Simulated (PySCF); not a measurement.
# AsClH8N2Si2: the cost of one run

Programs: PySCF 2.14.0. All values are calculated, for the isolated system unless a continuum is named. Atoms count from 0, parts from 1.

## 1. The system as given

14 atoms, charge 0, multiplicity 1; geometry: GFN2-xTB, rigid scan. Parts: 1 = atoms 0–9, `Cl[SiH]1N[SiH2]N1`, charge 0; 2 = atoms 10–13, `[AsH3]`, charge 0.

## 2. Interaction energy: 2.67 Å

Job settings and geometry (Å):

```
{"job": {"kind": "inter", "xc": "PBE0", "basis": "def2-SVP", "disp": "d3bj"}, "charge": 0, "multiplicity": 1, "parts": [{"atoms": "0-9", "charge": 0, "multiplicity": 1}, {"atoms": "10-13", "charge": 0, "multiplicity": 1}]}
N      0.592009    -0.073669     0.983819
Si     0.504964    -1.176200    -0.366568
N     -0.802192    -0.129074    -0.854768
Si    -0.726039     0.941160     0.504599
Cl    -0.202517     2.827033     0.052742
H      1.202461    -0.040638     1.777744
H      0.054069    -2.508305     0.016722
H      1.663360    -1.138761    -1.252200
H     -1.415008    -0.154444    -1.647262
H     -1.885487     0.972901     1.376874
As     1.637876     2.594560    -1.868864
H      2.172735     1.639096    -0.856248
H      2.640673     2.066558    -2.866090
H      0.667657     1.561443    -2.334733
```

With the program's defaults for keys left out, this is: PBE0-D3(BJ)/def2-SVP interaction energy, counterpoise and uncorrected, gas phase.

Launch:

```
OMP_NUM_THREADS=1 python cluster_run.py task.json out
```

One launch serves the whole session: the jobs run in the order shown.

Q: Estimate the wall time and peak memory of this first job on 1 thread of Arm Neoverse N1, shared host.

About 53 s, with a peak of 0.59 GiB.
